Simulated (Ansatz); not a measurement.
# C2H9FN2Si: the cost of one run

All numbers below are computed with Ansatz 0.2.0 (RKS PBE-D4/def2-SVP).

### Step 1. The structure to begin with

Bond lengths: C1–C2 1.562 Å, C2–F3 1.388 Å, C2–Si4 1.822 Å, Si4–N5 1.681 Å, Si4–N6 1.675 Å, C1–H7 1.100 Å, C1–H8 1.062 Å, C1–H9 1.116 Å, C2–H10 1.104 Å, Si4–H11 1.557 Å, N5–H12 1.039 Å, N5–H13 1.027 Å, N6–H14 1.044 Å, N6–H15 0.991 Å. Angles (14 of 24 angles, heavy atoms first): C1–C2–F3 107.8°, C1–C2–Si4 118.9°, F3–C2–Si4 108.1°, C2–Si4–N5 117.4°, C2–Si4–N6 118.9°, N5–Si4–N6 95.9°, C1–C2–H10 106.6°, F3–C2–H10 108.5°, Si4–C2–H10 106.6°, C2–C1–H7 106.7°, C2–C1–H8 108.5°, C2–C1–H9 109.3°, C2–Si4–H11 113.1°, N5–Si4–H11 105.1°.

As a file:

```xyz
15

C     0.5203   -2.1383   -0.0764
C     0.5710   -0.6893   -0.6562
F     0.2575   -0.7603   -2.0069
Si   -0.4731    0.5990    0.0997
N    -0.5033    2.1065   -0.6433
N    -0.0796    1.1660    1.6256
H    -0.5102   -2.4984   -0.2157
H     1.1937   -2.7458   -0.6282
H     0.7245   -2.1049    1.0199
H     1.6158   -0.3469   -0.5566
H    -1.9670    0.1773    0.2252
H     0.4748    2.4551   -0.5949
H    -0.7908    2.0345   -1.6262
H    -0.5842    0.6215    2.3601
H    -0.4714    2.0734    1.7033
```

### Step 2. End point A

The input, input.yaml:

```yaml
crystal:
  periodic: [false, false, false]
  atoms:
    - { symbol: C, position_ang: [0.5203, -2.1383, -0.0764] }
    - { symbol: C, position_ang: [0.571, -0.6893, -0.6562] }
    - { symbol: F, position_ang: [0.2575, -0.7603, -2.0069] }
    - { symbol: Si, position_ang: [-0.4731, 0.599, 0.0997] }
    - { symbol: "N", position_ang: [-0.5033, 2.1065, -0.6433] }
    - { symbol: "N", position_ang: [-0.0796, 1.166, 1.6256] }
    - { symbol: H, position_ang: [-0.5102, -2.4984, -0.2157] }
    - { symbol: H, position_ang: [1.1937, -2.7458, -0.6282] }
    - { symbol: H, position_ang: [0.7245, -2.1049, 1.0199] }
    - { symbol: H, position_ang: [1.6158, -0.3469, -0.5566] }
    - { symbol: H, position_ang: [-1.967, 0.1773, 0.2252] }
    - { symbol: H, position_ang: [0.4748, 2.4551, -0.5949] }
    - { symbol: H, position_ang: [-0.7908, 2.0345, -1.6262] }
    - { symbol: H, position_ang: [-0.5842, 0.6215, 2.3601] }
    - { symbol: H, position_ang: [-0.4714, 2.0734, 1.7033] }
basis:
  gaussian: { orbitals: def2-SVP }
hamiltonian:
  xc: pbe
  dispersion: d4
relax:
  f_tol: 0.015
  max_steps: 40
```

The run is started by

```sh
> ansatz run input.yaml --threads 2 --pin off --max-ram 3072MiB --backend cpu --events-out ev --progress --plain --runs-dir out
```

Q: Estimate wall time and peak memory on 2 threads of Arm Neoverse V1, shared host.

About 40 s, with a peak of 0.18 GiB.
